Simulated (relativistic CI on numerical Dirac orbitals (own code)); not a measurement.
# Ions with 46 electrons, Ta²⁷⁺ to Au³³⁺: levels along an isoelectronic sequence, part 1 of 2

Aim: follow the lowest levels of 46-electron ions as the nuclear charge grows, with one list of configurations.

Program: relativistic CI on numerical Dirac orbitals (own code) version 2. Level of theory: Dirac-Coulomb-Breit CI, KLI orbitals optimised for each configuration, model QED (radiative potential, 1s self-energy scaled to tabulated hydrogen-like ionisation energies). These are calculated values, not measurements, unless marked.

## 1. The atom as given

```
electrons      : 46
ions           : Ta²⁷⁺, W²⁸⁺, Re²⁹⁺, Os³⁰⁺, Ir³¹⁺, Pt³²⁺, Au³³⁺
configurations : [Kr] 4d10; [Kr] 4d9 4f; [Kr] 4d9 5s; [Kr] 4d9 5p; [Ar] 3d10 4s2 4p5 4d10 4f; [Kr] 4d8 5s2; [Kr] 4d8 4f 5s
```

## 2. Ta²⁷⁺ (Z = 73)

Input settings:

```ini
atom Ta  Z=73  charge=27  electrons=46
nucleus A=181  rms_radius_fm=5.3507
hamiltonian dirac-coulomb  breit=on  qed=on  c_scale=1
orbitals kli  potential=per-configuration
slater_scale 1
correlation none
mixing on
configurations
  [Kr] 4d10
  [Kr] 4d9 4f
  [Kr] 4d9 5s
  [Kr] 4d9 5p
  [Ar] 3d10 4s2 4p5 4d10 4f
  [Kr] 4d8 5s2
  [Kr] 4d8 4f 5s
end
```

The program writes no log. Results of the run, from its result record (rounded, main fields):

```text
{
  "status": "converged",
  "levels [i, E_cm, J2, conf, term, w_term, jj, w_jj, g, tau_s]": [
    [0, 0, 0, "4p6 4d10", "1S", 1, "closed", 1, "-", "-"],
    [1, 1491512.2, 0, "4p6 4d9 4f", "3P*", 1, "4d5/2^5 4f5/2", 1, "-", "-"],
    [2, 1508007.5, 2, "4p6 4d9 4f", "3P*", 0.8826, "4d5/2^5 4f5/2", 0.8146, 1.38, 1.338e-09],
    [3, 1540186.3, 4, "4p6 4d9 4f", "3P*", 0.5854, "4d5/2^5 4f5/2", 0.5548, 1.334, 4.483e-05],
    [4, 1546628.9, 10, "4p6 4d9 4f", "3H*", 0.6215, "4d5/2^5 4f5/2", 0.9853, 1.023, "-"],
    [5, 1559430.1, 12, "4p6 4d9 4f", "3H*", 1, "4d5/2^5 4f7/2", 1, 1.164, 0.03423],
    [6, 1570474.7, 6, "4p6 4d9 4f", "3F*", 0.5782, "4d5/2^5 4f5/2", 0.8567, 1.124, "-"],
    [7, 1572928.5, 4, "4p6 4d9 4f", "1D*", 0.4512, "4d5/2^5 4f7/2", 0.5499, 0.9465, 3.149e-05],
    [8, 1576724.6, 8, "4p6 4d9 4f", "3G*", 0.4251, "4d5/2^5 4f5/2", 0.9415, 1.02, 0.005146],
    [9, 1597371.5, 8, "4p6 4d9 4f", "3F*", 0.6316, "4d5/2^5 4f7/2", 0.957, 1.138, 0.002306],
    [10, 1611025.8, 10, "4p6 4d9 4f", "3G*", 0.7528, "4d5/2^5 4f7/2", 0.9863, 1.149, 0.001405],
    [11, 1618712.9, 6, "4p6 4d9 4f", "3D*", 0.4209, "4d5/2^5 4f7/2", 0.8131, 1.094, "-"],
    [12, 1622682.4, 2, "4p6 4d9 4f", "3D*", 0.8717, "4d3/2^3 4d5/2^6 4f5/2", 0.445, 0.6187, 2.164e-11],
    [13, 1663431.3, 8, "4p6 4d9 4f", "3H*", 0.6821, "4d3/2^3 4d5/2^6 4f5/2", 0.9252, 0.8645, 4.484e-05],
    [14, 1669955.9, 4, "4p6 4d9 4f", "1D*", 0.5011, "4d3/2^3 4d5/2^6 4f5/2", 0.4777, 1.103, 3.908e-05],
    [15, 1688258.3, 4, "4p6 4d9 4f", "3F*", 0.4863, "4d3/2^3 4d5/2^6 4f5/2", 0.5129, 0.9395, 3.347e-05],
    [16, 1701548.7, 10, "4p6 4d9 4f", "1H*", 0.4304, "4d3/2^3 4d5/2^6 4f7/2", 0.9738, 1.053, 3.157e-05],
    [17, 1712041.6, 6, "4p6 4d9 4f", "3G*", 0.6791, "4d3/2^3 4d5/2^6 4f5/2", 0.6366, 0.866, 3.642e-05],
    [18, 1729962.6, 8, "4p6 4d9 4f", "3G*", 0.4832, "4d3/2^3 4d5/2^6 4f7/2", 0.9754, 1.065, 3.515e-05],
    [19, 1730544.3, 6, "4p6 4d9 4f", "1F*", 0.5931, "4d3/2^3 4d5/2^6 4f7/2", 0.6025, 1.07, 3.119e-05],
    "... 20 more rows left out ..."
  ],
  "lines, the strongest and those to the lowest levels [upper, lower, type, S_au, A_per_s, branching]": [
    [3, 0, "M2", 0.0001126, 2.187e+04, 0.9802],
    [7, 0, "M2", 0.0001464, 3.158e+04, 0.9944],
    [14, 0, "M2", 8.146e-06, 2370, 0.09261],
    [14, 2, "M1", 0.2119, 4855, 0.1898],
    [15, 0, "M2", 3.051e-05, 9374, 0.3137],
    [20, 0, "E1", 1.078, 6.058e+12, 1],
    [29, 4, "E1", 0.9022, 7.319e+11, 0.7556],
    [30, 5, "E1", 1.081, 7.127e+11, 0.7454],
    [33, 10, "E1", 0.6859, 5.528e+11, 0.5525],
    [39, 0, "E1", 0.05535, 1.286e+12, 0.9549]
  ],
  "n_levels_all": 220,
  "total_energy [Ha]": -15260.212914,
  "configurations [conf, odd, states, E_av_cm, breit_Ha, qed_Ha, corr_Ha]": [
    ["4p6 4d10", 0, 1, 42.2068, 16.35, 11.11, "-"],
    ["4p6 4d9 4f", 1, 140, 1.63269e+06, 16.33, 11.11, "-"],
    ["4p6 4d9 5s", 0, 20, 2.74795e+06, 16.35, 11.13, "-"],
    ["4p6 4d9 5p", 1, 60, 3.23388e+06, 16.35, 11.12, "-"],
    ["4p5 4d10 4f", 0, 84, 3.30506e+06, 16.3, 11.11, "-"],
    ["4p6 4d8 5s2", 0, 45, 5.5674e+06, 16.35, 11.14, "-"],
    ["4p6 4d8 4f 5s", 1, 1260, 4.38227e+06, 16.33, 11.13, "-"]
  ]
}
```

Run time: 0.65 s. Hardware: 1 thread, shared host.

## 3. W²⁸⁺ (Z = 74)

Changes to the settings of step 2:

```diff
@@ -1,3 +1,3 @@
-atom Ta  Z=73  charge=27  electrons=46
-nucleus A=181  rms_radius_fm=5.3507
+atom W  Z=74  charge=28  electrons=46
+nucleus A=184  rms_radius_fm=5.3658
 hamiltonian dirac-coulomb  breit=on  qed=on  c_scale=1
```

Main fields:

```text
{
  "status": "converged",
  "levels [i, E_cm, J2, conf, term, w_term, jj, w_jj, g, tau_s]": [
    [0, 0, 0, "4p6 4d10", "1S", 1, "closed", 1, "-", "-"],
    [1, 1531791.1, 0, "4p6 4d9 4f", "3P*", 1, "4d5/2^5 4f5/2", 1, "-", "-"],
    [2, 1549233.7, 2, "4p6 4d9 4f", "3P*", 0.8749, "4d5/2^5 4f5/2", 0.823, 1.372, 1.404e-09],
    [3, 1582959.4, 4, "4p6 4d9 4f", "3P*", 0.5555, "4d5/2^5 4f5/2", 0.5945, 1.319, 4.507e-05],
    [4, 1588266, 10, "4p6 4d9 4f", "3H*", 0.6153, "4d5/2^5 4f5/2", 0.9867, 1.023, "-"],
    [5, 1603487.7, 12, "4p6 4d9 4f", "3H*", 1, "4d5/2^5 4f7/2", 1, 1.164, 0.02057],
    [6, 1612934.7, 6, "4p6 4d9 4f", "3F*", 0.5795, "4d5/2^5 4f5/2", 0.8668, 1.12, "-"],
    [7, 1616555.1, 4, "4p6 4d9 4f", "1D*", 0.4613, "4d5/2^5 4f7/2", 0.5876, 0.9552, 2.713e-05],
    [8, 1619310.5, 8, "4p6 4d9 4f", "3G*", 0.4328, "4d5/2^5 4f5/2", 0.9487, 1.021, 0.004834],
    [9, 1642476.1, 8, "4p6 4d9 4f", "3F*", 0.6343, "4d5/2^5 4f7/2", 0.9619, 1.139, 0.00189],
    [10, 1656427.3, 10, "4p6 4d9 4f", "3G*", 0.7594, "4d5/2^5 4f7/2", 0.9879, 1.15, 0.00115],
    [11, 1664218.9, 6, "4p6 4d9 4f", "3D*", 0.4227, "4d5/2^5 4f7/2", 0.8275, 1.096, "-"],
    [12, 1670032.6, 2, "4p6 4d9 4f", "3D*", 0.8626, "4d3/2^3 4d5/2^6 4f5/2", 0.4414, 0.6267, 1.875e-11],
    [13, 1714511.1, 8, "4p6 4d9 4f", "3H*", 0.6974, "4d3/2^3 4d5/2^6 4f5/2", 0.9339, 0.8609, 3.491e-05],
    "... 26 more rows left out ..."
  ],
  "n_levels_all": 220,
  "total_energy [Ha]": -15763.916627,
  "configurations [conf, odd, states, E_av_cm, breit_Ha, qed_Ha, corr_Ha]": [
    ["4p6 4d10", 0, 1, 41.8685, 17.15, 11.67, "-"],
    ["4p6 4d9 4f", 1, 140, 1.68035e+06, 17.12, 11.67, "-"],
    ["4p6 4d9 5s", 0, 20, 2.90713e+06, 17.14, 11.69, "-"],
    ["4p6 4d9 5p", 1, 60, 3.41849e+06, 17.15, 11.68, "-"],
    ["4p5 4d10 4f", 0, 84, 3.41164e+06, 17.09, 11.67, "-"],
    ["4p6 4d8 5s2", 0, 45, 5.88724e+06, 17.14, 11.71, "-"],
    ["4p6 4d8 4f 5s", 1, 1260, 4.58869e+06, 17.12, 11.69, "-"]
  ]
}
```

It took 0.66 s on 1 thread, shared host.

## 4. Re²⁹⁺ (Z = 75)

Changes to the settings of step 3:

```diff
@@ -1,3 +1,3 @@
-atom W  Z=74  charge=28  electrons=46
-nucleus A=184  rms_radius_fm=5.3658
+atom Re  Z=75  charge=29  electrons=46
+nucleus A=187  rms_radius_fm=5.3698
 hamiltonian dirac-coulomb  breit=on  qed=on  c_scale=1
```

Main fields:

```text
{
  "status": "converged",
  "levels [i, E_cm, J2, conf, term, w_term, jj, w_jj, g, tau_s]": [
    [0, 0, 0, "4p6 4d10", "1S", 1, "closed", 1, "-", "-"],
    [1, 1571947.4, 0, "4p6 4d9 4f", "3P*", 1, "4d5/2^5 4f5/2", 1, "-", "-"],
    [2, 1590349.6, 2, "4p6 4d9 4f", "3P*", 0.8672, "4d5/2^5 4f5/2", 0.8311, 1.364, 1.494e-09],
    [3, 1625572.1, 4, "4p6 4d9 4f", "3P*", 0.5252, "4d5/2^5 4f5/2", 0.634, 1.303, 4.585e-05],
    [4, 1629764.5, 10, "4p6 4d9 4f", "3H*", 0.6096, "4d5/2^5 4f5/2", 0.988, 1.022, "-"],
    [5, 1647613, 12, "4p6 4d9 4f", "3H*", 1, "4d5/2^5 4f7/2", 1, 1.164, 0.01288],
    [6, 1655263.6, 6, "4p6 4d9 4f", "3F*", 0.5805, "4d5/2^5 4f5/2", 0.8763, 1.116, "-"],
    [7, 1660272.1, 4, "4p6 4d9 4f", "1D*", 0.4707, "4d5/2^5 4f7/2", 0.6254, 0.9648, 2.351e-05],
    [8, 1661745.4, 8, "4p6 4d9 4f", "3G*", 0.4396, "4d5/2^5 4f5/2", 0.955, 1.021, 0.004547],
    [9, 1687638.8, 8, "4p6 4d9 4f", "3F*", 0.6369, "4d5/2^5 4f7/2", 0.9662, 1.141, 0.001542],
    [10, 1701886.5, 10, "4p6 4d9 4f", "3G*", 0.7652, "4d5/2^5 4f7/2", 0.9893, 1.151, 0.0009396],
    [11, 1709769, 6, "4p6 4d9 4f", "3D*", 0.4246, "4d5/2^5 4f7/2", 0.8409, 1.097, "-"],
    [12, 1717583, 2, "4p6 4d9 4f", "3D*", 0.8534, "4d3/2^3 4d5/2^6 4f5/2", 0.4375, 0.6349, 1.63e-11],
    [13, 1766067.9, 8, "4p6 4d9 4f", "3H*", 0.7109, "4d3/2^3 4d5/2^6 4f5/2", 0.9414, 0.8578, 2.733e-05],
    "... 26 more rows left out ..."
  ],
  "n_levels_all": 220,
  "total_energy [Ha]": -16277.365989,
  "configurations [conf, odd, states, E_av_cm, breit_Ha, qed_Ha, corr_Ha]": [
    ["4p6 4d10", 0, 1, 41.588, 17.97, 12.26, "-"],
    ["4p6 4d9 4f", 1, 140, 1.72821e+06, 17.94, 12.26, "-"],
    ["4p6 4d9 5s", 0, 20, 3.06976e+06, 17.96, 12.28, "-"],
    ["4p6 4d9 5p", 1, 60, 3.60753e+06, 17.97, 12.26, "-"],
    ["4p5 4d10 4f", 0, 84, 3.51988e+06, 17.91, 12.25, "-"],
    ["4p6 4d8 5s2", 0, 45, 6.21394e+06, 17.96, 12.3, "-"],
    ["4p6 4d8 4f 5s", 1, 1260, 4.79878e+06, 17.94, 12.28, "-"]
  ]
}
```

Run time: 0.64 s. Hardware: 1 thread, shared host.

(Continued in part 2 of 2.)
